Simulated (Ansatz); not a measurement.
# ZnHO radical (SMILES [OH][Zn]): single points off equilibrium

An exercise on one series of results from a longer session: the logs are not shown, and one member is left open.

Method: single points in def2-TZVPP; program: Ansatz 0.2.0, Gaussian basis.

Correlated methods freeze the cores. The 3s and 3p shells of Cu and Zn are frozen; filled d shells are correlated. Orbitals are unrestricted. B3LYP uses VWN-RPA correlation.

## The starting structure

SMILES `[OH][Zn]`, 3 atoms, charge 0, spin multiplicity 2.

Atoms are counted from 1 here; the program's logs count them from 0.

Bond lengths: O1–Zn2 1.869 Å, O1–H3 0.999 Å. Angles: Zn2–O1–H3 125.8°.

As a file:

```
O    -0.2955   -0.3957   -0.2063
Zn    1.2822    0.0394    0.6973
H    -0.9811    0.2545   -0.5319
```

The first run:

The input, run/in.yaml:

```yaml
crystal:
  periodic: [false, false, false]
  atoms:
    - {symbol: O, position_ang: [-0.295500, -0.395700, -0.206300]}
    - {symbol: Zn, position_ang: [1.282200, 0.039400, 0.697300]}
    - {symbol: H, position_ang: [-0.981100, 0.254500, -0.531900]}
basis:
  gaussian: {orbitals: def2-TZVPP}
magnetization: {spin_polarized: true, initial_magnetization: 1}
correlation: {method: ccsd_t, frozen_orbitals: {H: 0, O: 1, Zn: 9}}
scf: {omitted_lower_state_checks: [cluster_reference]}
output: {forces: true}
```

The command line of these runs was not kept.

Steps of the session up to this table: CCSD(T)/def2-TZVPP; PBE0-D4/def2-TZVPP; wB97M-V/def2-TZVPP; r2SCAN-D4/def2-TZVPP; PBE-D4/def2-TZVPP; B3LYP-D4/def2-TZVPP; BLYP-D4/def2-TZVPP.

One of the session's tables, all rows but one given; the rest of the session is left out.

| method | RMS force component (eV/Å) | angle to CCSD(T) forces (°) | dipole (D) |
| --- | --- | --- | --- |
| CCSD(T) | 0.864 | reference | 1.98 |
| PBE0-D4 | 0.875 | 5.5 | 1.88 |
| wB97M-V | 0.862 | 4.0 | 1.93 |
| r2SCAN-D4 | ? | ? | ? |
| PBE-D4 | 0.590 | 14.8 | 1.55 |
| B3LYP-D4 | 0.778 | 13.7 | 1.82 |
| BLYP-D4 | 0.553 | 27.5 | 1.53 |

Q: Estimate the row for r2SCAN-D4 from the others.

The run gave: RMS force component (eV/Å): 0.804; angle to CCSD(T) forces (°): 2.1; dipole (D): 1.72. In the column «RMS force component (eV/Å)» it lies between B3LYP-D4 (0.778) and wB97M-V (0.862).
